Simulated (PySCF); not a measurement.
# [TcN2]+: relaxation and vibrations of the singlet

The task is one start of a wider search on [TcN2]+: the singlet, from a end-on start. It is relaxed, tested by its Hessian and followed downhill if it is a saddle.

Method: PBE0, basis Tc def2-TZVP with ECP28, N def2-TZVP, scalar-relativistic core potentials, no spin–orbit coupling, density fitting; program: PySCF 2.14.0.

## 1. The starting structure

3 atoms, charge 1, spin multiplicity 1.

Bond lengths: Tc1–N2 2.050 Å, N2–N3 1.204 Å. Angles: Tc1–N2–N3 119.9°.

```xyz
3
charge 1 multiplicity 1
Tc    0.0000    0.0000    0.0000
N     0.0000    0.0000    2.0497
N     1.0440    0.0000    2.6497
```

## 2. Finding the electronic state

The steps below are one call of a driver around PySCF. For each, scf.py gives the equivalent set-up of the SCF; relaxations use the driver's own optimiser. After this first run the driver tries any further starts and a stability analysis.

Contents of scf.py:

```python
from pyscf import gto, scf, dft
mol = gto.M(atom='''
Tc     0.000000     0.000000     0.000000
N      0.000000     0.000000     2.049700
N      1.044000     0.000000     2.649700''',
    basis={'Tc': 'def2-TZVP', 'N': 'def2-TZVP'},
    ecp={'Tc': 'def2-TZVP'},
    charge=1, spin=0)
mf = dft.RKS(mol, xc='PBE0')
mf.grids.atom_grid = (50, 194)
aux = {'Tc': 'def2-universal-JKFIT', 'N': 'def2-universal-JKFIT'}
mf = mf.density_fit(auxbasis=aux)
mf.conv_tol = 1e-08
mf.diis_space = 10
mf.max_cycle = 60
mf.init_guess = 'minao'
mf.verbose = 4
mf.kernel()
```

Launch:

```sh
OMP_NUM_THREADS=2 python axn.py task.json out
```

Log:

```text
init E= -183.085296138922
  HOMO = -0.489893409377707  LUMO = -0.485923268589153  gap/eV = 0.10803
cycle= 1 E= -189.397805915872  delta_E= -6.31  |g|= 1.14  |ddm|=    4
  HOMO = -0.208166396957372  LUMO = -0.189770377079084  gap/eV = 0.50058
cycle= 2 E= -182.565106244191  delta_E= 6.83  |g|= 4.07  |ddm|= 3.79
  HOMO = -0.43643173953191  LUMO = -0.396523838561393  gap/eV = 1.08595
cycle= 3 E= -189.681943915823  delta_E= -7.12  |g|= 0.495  |ddm|= 3.63
  HOMO = -0.43507699082481  LUMO = -0.371964747601012  gap/eV = 1.71737
cycle= 4 E= -189.641134033398  delta_E= 0.0408  |g|= 0.755  |ddm|= 0.633
  HOMO = -0.440388477087776  LUMO = -0.364298871970178  gap/eV = 2.07050
cycle= 5 E= -189.74547364844  delta_E= -0.104  |g|= 0.198  |ddm|= 0.387
  HOMO = -0.447052894041918  LUMO = -0.357937914537157  gap/eV = 2.42494
cycle= 6 E= -189.756130904948  delta_E= -0.0107  |g|= 0.0999  |ddm|= 0.128
  HOMO = -0.462253042515054  LUMO = -0.363646220898588  gap/eV = 2.68323
cycle= 7 E= -189.761497313474  delta_E= -0.00537  |g|= 0.0431  |ddm|= 0.15
  HOMO = -0.468156955068466  LUMO = -0.359926443245381  gap/eV = 2.94510
cycle= 8 E= -189.764285916673  delta_E= -0.00279  |g|= 0.0139  |ddm|= 0.178
  HOMO = -0.466892432572926  LUMO = -0.360485754152592  gap/eV = 2.89547
cycle= 9 E= -189.764815349166  delta_E= -0.000529  |g|= 0.0148  |ddm|= 0.0655
  HOMO = -0.470764879457735  LUMO = -0.360729934097518  gap/eV = 2.99420
cycle= 10 E= -189.765530452431  delta_E= -0.000715  |g|= 0.0054  |ddm|= 0.121
  HOMO = -0.470330672197255  LUMO = -0.361461590869917  gap/eV = 2.96248
cycle= 11 E= -189.765746011501  delta_E= -0.000216  |g|= 0.00465  |ddm|= 0.0413
  HOMO = -0.470213855308798  LUMO = -0.361474519474082  gap/eV = 2.95895
cycle= 12 E= -189.765920855178  delta_E= -0.000175  |g|= 0.00468  |ddm|= 0.0341
  HOMO = -0.470175671167272  LUMO = -0.361079491371877  gap/eV = 2.96866
cycle= 13 E= -189.766098228725  delta_E= -0.000177  |g|= 0.00449  |ddm|= 0.0355
  HOMO = -0.473299168962321  LUMO = -0.355859469946232  gap/eV = 3.19570
cycle= 14 E= -189.767613771879  delta_E= -0.00152  |g|= 0.0374  |ddm|= 0.577
  HOMO = -0.473250167925905  LUMO = -0.35576055223237  gap/eV = 3.19706
cycle= 15 E= -189.767608705525  delta_E= 5.07e-06  |g|= 0.0378  |ddm|= 0.00149
  HOMO = -0.473936487078212  LUMO = -0.356435424012536  gap/eV = 3.19737
cycle= 16 E= -189.767656088805  delta_E= -4.74e-05  |g|= 0.0335  |ddm|= 0.0336
  HOMO = -0.473985575198169  LUMO = -0.356447933719439  gap/eV = 3.19836
cycle= 17 E= -189.767655206834  delta_E= 8.82e-07  |g|= 0.0332  |ddm|= 0.00406
  HOMO = -0.474728070848161  LUMO = -0.357108090385901  gap/eV = 3.20060
cycle= 18 E= -189.767656290868  delta_E= -1.08e-06  |g|= 0.0282  |ddm|= 0.0543
  HOMO = -0.474705151744039  LUMO = -0.357100746297309  gap/eV = 3.20018
cycle= 19 E= -189.767656923046  delta_E= -6.32e-07  |g|= 0.0282  |ddm|= 0.00078
  HOMO = -0.475921231245662  LUMO = -0.357773419336922  gap/eV = 3.21497
cycle= 20 E= -189.767599234779  delta_E= 5.77e-05  |g|= 0.022  |ddm|= 0.0705
  HOMO = -0.475874902381426  LUMO = -0.357734534233749  gap/eV = 3.21476
cycle= 21 E= -189.767610533761  delta_E= -1.13e-05  |g|= 0.0212  |ddm|= 0.00156
  HOMO = -0.468304862129634  LUMO = -0.358309056557629  gap/eV = 2.99314
cycle= 22 E= -189.767289802302  delta_E= 0.000321  |g|= 0.00353  |ddm|= 0.152
  HOMO = -0.46970727575501  LUMO = -0.355805977302305  gap/eV = 3.09941
cycle= 23 E= -189.767958332432  delta_E= -0.000669  |g|= 0.0065  |ddm|= 0.256
  HOMO = -0.466176427370924  LUMO = -0.356589987652479  gap/eV = 2.98200
cycle= 24 E= -189.767917128416  delta_E= 4.12e-05  |g|= 0.00215  |ddm|= 0.0306
  HOMO = -0.469562044124915  LUMO = -0.353428353389508  gap/eV = 3.16016
cycle= 25 E= -189.768129920112  delta_E= -0.000213  |g|= 0.00805  |ddm|= 0.239
  HOMO = -0.467565304559783  LUMO = -0.353568487165009  gap/eV = 3.10201
cycle= 26 E= -189.768143084708  delta_E= -1.32e-05  |g|= 0.00482  |ddm|= 0.00391
  HOMO = -0.46553404209743  LUMO = -0.354103069099894  gap/eV = 3.03219
cycle= 27 E= -189.768149738188  delta_E= -6.65e-06  |g|= 0.00157  |ddm|= 0.00648
  HOMO = -0.464558988389178  LUMO = -0.354580312022035  gap/eV = 2.99267
cycle= 28 E= -189.768150540904  delta_E= -8.03e-07  |g|= 6.39e-05  |ddm|= 0.00235
  HOMO = -0.464610462935965  LUMO = -0.354537024917318  gap/eV = 2.99525
cycle= 29 E= -189.768150538602  delta_E= 2.3e-09  |g|= 7.38e-05  |ddm|= 0.000945
  HOMO = -0.464568100411217  LUMO = -0.354551402111863  gap/eV = 2.99371
Extra cycle  E= -189.768150531183  delta_E= 7.42e-09  |g|= 0.000217  |ddm|= 0.000185
converged SCF energy = -189.768150531183
```

This step, with its further starts and checks, needed 16 s of wall time on 2 threads of Arm Neoverse V1, shared host.

The starts that the driver tried:

```
                      start  energy (Eh)
    the minimal-basis guess  -189.768151
a thermally smeared density  -189.768150
      a smeared PBE density  -189.768151
```

The test of internal stability and the other starts found no lower closed-shell solution.

## 3. End-on start, singlet: relaxation

The program finds Cs symmetry in the start, which this walk keeps. The walk stops when the largest gradient is under 0.0003 Eh/bohr and the energy has settled too.

scf.py, as its differences from that of step 2:

```diff
@@ -3,3 +3,3 @@
-Tc     0.000000     0.000000     0.000000
-N      0.000000     0.000000     2.049700
-N      1.044000     0.000000     2.649700''',
+Tc    -0.115190     0.000000    -0.518512
+N     -0.115190     0.000000     1.531188
+N      0.928810     0.000000     2.131188''',
@@ -16 +15,0 @@
-mf.init_guess = 'minao'
```

Steps of the walk:

```
step  energy (Eh)  change (kJ/mol)  largest symmetric gradient (Eh/bohr)
   0  -189.768151             0.00                               0.19108
   1  -189.781773           -35.77                               0.21052
   2  -189.807715          -103.88                               0.07643
   3  -189.814299          -121.16                               0.07660
   4  -189.822741          -143.33                               0.05126
   5  -189.827116          -154.81                               0.01659
   6  -189.827261          -155.20                               0.05862
   7  -189.828519          -158.50                               0.00456
   8  -189.828653          -158.85                               0.00295
   9  -189.828699          -158.97                               0.00159
  10  -189.828700          -158.97                               0.00006
```

The walk took 25 s.

Geometry (Å) and forces (eV/Å) at some steps:

```
step 0
Tc  -0.115   0.000  -0.519  -0.758   0.000   0.520
N   -0.115   0.000   1.531   9.826   0.000   3.209
N    0.929   0.000   2.131  -9.069   0.000  -3.729
step 1
Tc  -0.145   0.000  -0.512  -0.837   0.000  -0.316
N    0.012   0.000   1.521  -9.989   0.000  -9.796
N    0.832   0.000   2.135  10.826   0.000  10.112
step 5
Tc  -0.269   0.000  -0.521  -0.194   0.000   0.146
N    0.241   0.000   1.341   0.276   0.000  -0.853
N    0.726   0.000   2.325  -0.081   0.000   0.708
step 10
Tc  -0.299   0.000  -0.510  -0.002   0.000  -0.001
N    0.321   0.000   1.306   0.001   0.000   0.003
N    0.676   0.000   2.348   0.001   0.000  -0.002
```

After 10 steps and 159.0 kJ/mol it ends at C∞v: N–N 1.102 Å, Tc–N 1.919 Å; N–N–Tc 180.0°.

## 4. Hessian and properties

The point is checked on the finer grid, and tightened if its gradient asks for it. The Hessian and the dipole derivatives come from central differences of analytic gradients, with steps of 0.02 bohr.

scf.py, as its differences from that of step 3:

```diff
@@ -3,3 +3,3 @@
-Tc    -0.115190     0.000000    -0.518512
-N     -0.115190     0.000000     1.531188
-N      0.928810     0.000000     2.131188''',
+Tc    -0.175960    -0.000000    -0.515744
+N      0.443573    -0.000000     1.300125
+N      0.799315     0.000000     2.342817''',
@@ -10 +10 @@
-mf.grids.atom_grid = (50, 194)
+mf.grids.atom_grid = (75, 302)
@@ -13 +13 @@
-mf.conv_tol = 1e-08
+mf.conv_tol = 1e-10
```

This SCF starts from the last density.

Log of the central SCF (cycles and frontier levels):

```text
init E= -189.828678647081
  HOMO = -0.469846661520394  LUMO = -0.351168508879364  gap/eV = 3.22940
cycle= 1 E= -189.828678647046  delta_E= 3.49e-11  |g|= 1.43e-05  |ddm|= 9.06e-06
  HOMO = -0.469848297301898  LUMO = -0.351170646442712  gap/eV = 3.22938
cycle= 2 E= -189.828678646823  delta_E= 2.23e-10  |g|= 3.66e-05  |ddm|= 2.39e-05
  HOMO = -0.469847031081343  LUMO = -0.351168978599164  gap/eV = 3.22939
cycle= 3 E= -189.828678647087  delta_E= -2.63e-10  |g|= 1.02e-06  |ddm|= 1.77e-05
  HOMO = -0.469847106860573  LUMO = -0.351169081056074  gap/eV = 3.22939
cycle= 4 E= -189.828678647087  delta_E= 1.14e-13  |g|= 4.19e-08  |ddm|= 7.02e-07
  HOMO = -0.469847096104413  LUMO = -0.351169071407236  gap/eV = 3.22939
Extra cycle  E= -189.828678647086  delta_E= 2.27e-13  |g|= 3.76e-08  |ddm|= 1.03e-07
converged SCF energy = -189.828678647086
```

The whole step took 43 s.

Geometry: C∞v; N–N 1.102 Å, Tc–N 1.919 Å; N–N–Tc 180.0°.

Modes, for the most abundant isotopes:

```tsv
symmetry	ω (cm⁻¹)	IR (km/mol)
π	356	4.1
σ+	447	18.2
σ+	2340	142
```

No imaginary mode, so this is a minimum.

Constants and moments:

- Dipole moment about the centre of mass: 2.74 D
- Highest occupied level: -12.79 eV
- Lowest empty level: -9.56 eV
- Rotational constants: 0.119 cm⁻¹
- Zero-point energy: 20.9 kJ/mol
- Principal polarisabilities: 20.4, 20.4, 56.2 bohr³
- Principal traceless quadrupole moments about the centre of mass: -1.02, -1.02, 2.05 D Å
- Entropy at 298.15 K and 1 bar: 252.5 J/(mol K)
- Heat capacity Cp at 298.15 K: 47.9 J/(mol K)
- Enthalpy at 298.15 K above 0 K: 11.24 kJ/mol
- Rotational symmetry number: 1

Populations by atom (charges in e):

```
atom  Mulliken  Löwdin  polar tensor  Mayer order to Tc1
 Tc1      1.05    0.85          0.74                   –
  N2      0.02    0.01          0.41                0.67
  N3     -0.06    0.14         -0.15                0.27
```

Outer orbital energies (eV). occupied: -36.67, -22.82, -18.76, -18.76, -17.79, -12.90, -12.79, -12.79; empty: -9.56, -9.36, -7.37, -6.22.

Mulliken populations on Tc1 (outside its core potential): s 2.04, p 6.01, d 5.90, f 0.01.

## 5. The broken-symmetry singlet

A stability analysis found the closed shell of the lowest minimum unstable towards spin polarisation, so the unrestricted solution is followed.

The program finds C∞v symmetry in the start, which may break.

scf.py, as its differences from that of step 4:

```diff
@@ -3,3 +3,3 @@
-Tc    -0.175960    -0.000000    -0.515744
-N      0.443573    -0.000000     1.300125
-N      0.799315     0.000000     2.342817''',
+Tc    -0.175964     0.000000    -0.515757
+N      0.443568     0.000000     1.300113
+N      0.799311     0.000000     2.342805''',
@@ -9,2 +9,2 @@
-mf = dft.RKS(mol, xc='PBE0')
-mf.grids.atom_grid = (75, 302)
+mf = dft.UKS(mol, xc='PBE0')
+mf.grids.atom_grid = (50, 194)
@@ -13 +13 @@
-mf.conv_tol = 1e-10
+mf.conv_tol = 1e-08
```

Energy and gradient, step by step:

```
step  energy (Eh)  change (kJ/mol)  largest gradient (Eh/bohr)
   0  -189.856964             0.00                     0.00088
   1  -189.856964             0.00                     0.00097
   2  -189.856964             0.00                     0.00002
```

The walk took 6.8 s.

It settles in C∞v symmetry, 0.0 kJ/mol below the start, after 2 steps: N–N 1.102 Å, Tc–N 1.919 Å; N–N–Tc 180.0°.

## 6. Hessian and properties

As before: finer grid, then central differences.

scf.py, as its differences from that of step 5:

```diff
@@ -3,3 +3,3 @@
-Tc    -0.175964     0.000000    -0.515757
-N      0.443568     0.000000     1.300113
-N      0.799311     0.000000     2.342805''',
+Tc    -0.175977    -0.000004    -0.515772
+N      0.443554     0.000010     1.300011
+N      0.799418     0.000018     2.343015''',
@@ -10 +10 @@
-mf.grids.atom_grid = (50, 194)
+mf.grids.atom_grid = (75, 302)
@@ -13 +13 @@
-mf.conv_tol = 1e-08
+mf.conv_tol = 1e-10
```

Log of the central SCF (cycles and frontier levels):

```text
init E= -189.856948717451
[... the frontier-level lines of each cycle are left out ...]
cycle= 1 E= -189.856948717453  delta_E= -2.84e-12  |g|= 8.83e-07  |ddm|= 3.88e-06
Extra cycle  E= -189.856948717456  delta_E= -2.16e-12  |g|= 1.27e-06  |ddm|= 2.86e-06
converged SCF energy = -189.856948717456  <S^2> = 1.0011537  2S+1 = 2.2370997
```

The whole step needed 85 s of wall time on 2 threads of Arm Neoverse V1, shared host.

Geometry: C∞v; N–N 1.102 Å, Tc–N 1.919 Å; N–N–Tc 180.0°.

Modes, for the most abundant isotopes:

```tsv
ω (cm⁻¹)	IR (km/mol)	μ (u)
357	2.1	14.16
357	2.1	14.16
448	18.4	17.28
2337	147	14.00
```

Every mode is real; the point is a minimum.

The SCF density has lower symmetry than the nuclear frame, so the modes carry no labels; pairs that should be degenerate can split.

Constants and moments:

* Dipole moment about the centre of mass: 2.80 D
* Highest occupied level: -12.71 eV
* Lowest empty level: -9.34 eV
* Rotational constants: 0.119 cm⁻¹
* Zero-point energy: 20.9 kJ/mol
* Principal polarisabilities: 19.9, 19.9, 56.6 bohr³
* Principal traceless quadrupole moments about the centre of mass: -0.92, -0.92, 1.84 D Å
* Entropy at 298.15 K and 1 bar: 252.5 J/(mol K)
* Heat capacity Cp at 298.15 K: 47.9 J/(mol K)
* Enthalpy at 298.15 K above 0 K: 11.23 kJ/mol
* Rotational symmetry number: 1
* Spin squared ⟨S²⟩: 1.001

Populations by atom (charges in e):

```csv
atom,Mulliken,Löwdin,polar tensor,spin (Mulliken),Mayer order to Tc1
Tc1,1.05,0.85,0.75,0.00,–
N2,0.01,0.01,0.41,0.00,0.67
N3,-0.06,0.14,-0.16,0.00,0.28
```

Mulliken populations on Tc1 (outside its core potential): s 2.04, p 6.01, d 5.90, f 0.01.

## 7. All stationary points

| spin | group | bonds | imaginary modes (cm⁻¹) | ΔE (kJ/mol) | with zero-point energy |
| --- | --- | --- | --- | --- | --- |
| broken-symmetry (Ms = 0) | C∞v (density of lower symmetry) | N–N 1.102 Å, Tc–N 1.919 Å | none | 0.0 | 0.0 |
| singlet | C∞v | N–N 1.102 Å, Tc–N 1.919 Å | none | 74.2 | 74.2 |

## 8. What came out

| quantity | value |
| --- | --- |
| minimum | broken-symmetry (Ms = 0), C∞v |
| geometry | N–N 1.102 Å, Tc–N 1.919 Å; N–N–Tc 180.0° |
| wavenumbers (cm⁻¹) | 357, 357, 448, 2337 |
| dipole moment (centre of mass) | 2.80 D |
| highest occupied, lowest empty level (either spin) | -12.71, -9.34 eV |
| polar-tensor charge of Tc1 | +0.75 e |
| zero-point energy | 20.9 kJ/mol |
| entropy at 298.15 K | 252.5 J/(mol K) |
| ⟨S²⟩ | 1.001 |

In words: The end-on start (Cs) ends in a minimum of C∞v symmetry. The determinant is spin-contaminated (⟨S²⟩ = 1.00 against 0.00), so it is no pure spin state. The strongest infrared band lies at 2337 cm⁻¹. Other starts or spin states, not run here, may lie lower. The SCF density has lower symmetry than the nuclear frame.

The search up to here took 3 min.
